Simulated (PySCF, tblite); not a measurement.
# C₈H₉ClSi: geometry, infrared bands and NMR shifts

Aim: predict the infrared bands and NMR shifts of C₈H₉ClSi (`C#CC#C[C@@H](Cl)[C@@H]1CC[SiH2]1`).

Computed with tblite 0.8.0 and PySCF 2.14.0, with density-fitted response routines of our own, on a single molecule in the gas phase. Atoms count from 0, in the outputs and in this text.

## 1. The molecule as given

19 atoms, charge 0, multiplicity 1; geometry from: force field or distance geometry start.

Bonds of the start (Å): C0–C1 1.21, C1–C2 1.53, C2–C3 1.21, C3–C4 1.47, C4–Cl5 1.79, C4–C6 1.51, C6–C7 1.57, C7–C8 1.55, C8–Si9 1.88, Si9–C6 1.92, C0–H10 1.05, C4–H11 1.10, C6–H12 1.11, C7–H13 1.10, C7–H14 1.11, C8–H15 1.10, C8–H16 1.09, Si9–H17 1.49, Si9–H18 1.49.

## 2. Relaxing the molecule with GFN2-xTB

What the job is given:

```
{"job": {"kind": "relax", "xc": "GFN2-xTB", "basis": "xTB"}, "charge": 0, "multiplicity": 1}
C      5.135500     1.558400     0.017500
C      4.056300     1.067700    -0.228000
C      2.703300     0.420200    -0.518300
C      1.625800    -0.065800    -0.764900
C      0.314900    -0.673100    -1.036300
Cl     0.609100    -2.377600    -1.507500
C     -0.602500    -0.642600     0.159600
C     -2.085000    -1.111700    -0.063300
C     -2.723800    -0.144100     0.970500
Si    -1.338100     1.072600     0.598200
H      6.070700     1.999500     0.226400
H     -0.142300    -0.196600    -1.916800
H     -0.167200    -1.097500     1.072000
H     -2.258600    -2.176300     0.160500
H     -2.463900    -0.958100    -1.092400
H     -3.741300     0.198000     0.737700
H     -2.706700    -0.505100     2.003000
H     -1.571200     1.907800    -0.608000
H     -0.724800     1.733500     1.782400
```

Launch:

```sh
OMP_NUM_THREADS=1 python probes_run.py task.json out
```

One launch serves the whole session: the jobs run in the order shown.

**Question.** This job is followed by: GFN2-xTB harmonic vibrations, gas phase; GIAO PBE0/pcSseg-1 NMR shielding, non-relativistic, gas phase. Predict these results of the whole session: strongest single infrared mode (GFN2-xTB); zero-point energy (GFN2-xTB); ¹³C shifts against TMS (PBE0/pcSseg-1); ¹H shifts against TMS (PBE0/pcSseg-1); ³⁵Cl shifts against HCl (PBE0/pcSseg-1); ²⁹Si shifts against TMS (PBE0/pcSseg-1).

**Answer**, as computed:

| quantity | value |
| --- | --- |
| strongest single infrared mode (GFN2-xTB) | 2273 cm⁻¹, 345 km/mol |
| zero-point energy (GFN2-xTB) | 84.0 kcal/mol |
| ¹³C shifts against TMS (PBE0/pcSseg-1) | 81.1, 78.4, 77.6, 73.1, 61.5, 39.2, 29.1, 4.3 ppm |
| ¹H shifts against TMS (PBE0/pcSseg-1) | 4.81, 4.61, 4.59, 2.70, 2.52, 2.10, 1.61, 1.43, 1.28 ppm |
| ³⁵Cl shifts against HCl (PBE0/pcSseg-1) | 261 ppm |
| ²⁹Si shifts against TMS (PBE0/pcSseg-1) | -32.5 ppm |

Relaxing lowered the energy by 0.785 eV in 114 steps; the close pair that moved most is C1–C2, from 1.528 to 1.358 Å. All 51 modes are real, so the xTB geometry is a minimum. The strongest single mode, at 2273 cm⁻¹, moves mainly H17. GFN2-xTB is a fitted tight-binding method: band positions and strengths are rough. Its intensities can rank the bands wrongly. At PBE0/pcSseg-1: The widest tensor belongs to Cl5: span 607 ppm, with a paramagnetic part of -458 ppm.
